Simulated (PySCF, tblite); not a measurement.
# C₇H₉S radical: geometry, infrared bands and EPR parameters

Aim: predict the infrared bands and EPR parameters of C₇H₉S radical (`C#C[C]1CSC[C@H]1C`).

Computed with tblite 0.8.0 and PySCF 2.14.0, with density-fitted response routines of our own, on a single molecule in the gas phase. Atoms count from 0, in the outputs and in this text.

## Step 1: Starting geometry

17 atoms, charge 0, multiplicity 2; geometry from: force field or distance geometry start.

Bonds of the start (Å): C0–C1 1.22, C1–C2 1.40, C2–C3 1.51, C3–S4 1.81, S4–C5 1.80, C5–C6 1.53, C6–C7 1.52, C6–C2 1.51, C0–H8 1.06, C3–H9 1.09, C3–H10 1.09, C5–H11 1.09, C5–H12 1.10, C6–H13 1.10, C7–H14 1.10, C7–H15 1.09, C7–H16 1.09.

## Step 2: Geometry optimisation with GFN2-xTB

The job: settings as JSON, then the geometry in Å.

```
{"job": {"kind": "relax", "xc": "GFN2-xTB", "basis": "xTB"}, "charge": 0, "multiplicity": 2}
C      2.857200    -1.348500     0.596000
C      1.884100    -0.706100     0.246900
C      0.761700     0.035900    -0.141900
C      0.776000     0.957300    -1.339300
S     -0.805500     1.837900    -1.313600
C     -1.232900     1.353400     0.369300
C     -0.548500     0.008400     0.605000
C     -1.414400    -1.165500     0.163900
H      3.704900    -1.913500     0.900200
H      1.592600     1.669000    -1.255200
H      0.868500     0.384000    -2.264600
H     -2.316500     1.311300     0.508400
H     -0.831900     2.114000     1.063300
H     -0.358600    -0.107900     1.681500
H     -2.376800    -1.161300     0.701700
H     -1.644900    -1.135200    -0.900400
H     -0.922100    -2.121200     0.368900
```

Run with:

```
$ OMP_NUM_THREADS=1 python probes_run.py task.json out
```

One launch serves the whole session: the jobs run in the order shown.

**Question.** This job is followed by: GFN2-xTB harmonic vibrations, gas phase; UKS B3LYP, pcH-1 on C H S, non-relativistic, mean-field spin-orbit, GIAO. What will the session give for the following? strongest single infrared mode (GFN2-xTB); zero-point energy (GFN2-xTB); g(iso) (B3LYP); ⟨S²⟩; largest a(iso) (averaged by class); potential on the surface of density 0.002 e/bohr³, 1st and 99th percentile.

The runs gave:

```
                                                                  quantity                 value
                                 strongest single infrared mode (GFN2-xTB)  3031 cm⁻¹, 42 km/mol
                                              zero-point energy (GFN2-xTB)         83.8 kcal/mol
                                                            g(iso) (B3LYP)               2.00262
                                                                      ⟨S²⟩    0.767 (exact 0.75)
                                        largest a(iso) (averaged by class)    1H on H9, 84.1 MHz
potential on the surface of density 0.002 e/bohr³, 1st and 99th percentile    -0.98 V and 1.36 V
```

Over 44 steps the energy fell by 0.104 eV; of the close pairs, C1–C2 changed most, 1.401 to 1.363 Å. All 45 modes are real, so the xTB geometry is a minimum. The strongest single mode, at 3031 cm⁻¹, moves mainly H14. Unscaled tight-binding wavenumbers are off by several per cent, some by more. Its intensities can rank the bands wrongly. C2 carries the largest spin population, 0.75 e. The isotropic g lies 0.3 ppt above the free-electron value. These values are for one conformer; the search (at its own cheap level) found 2 more, at 0.31, 0.32 kcal/mol, and measured spectra average over such forms.
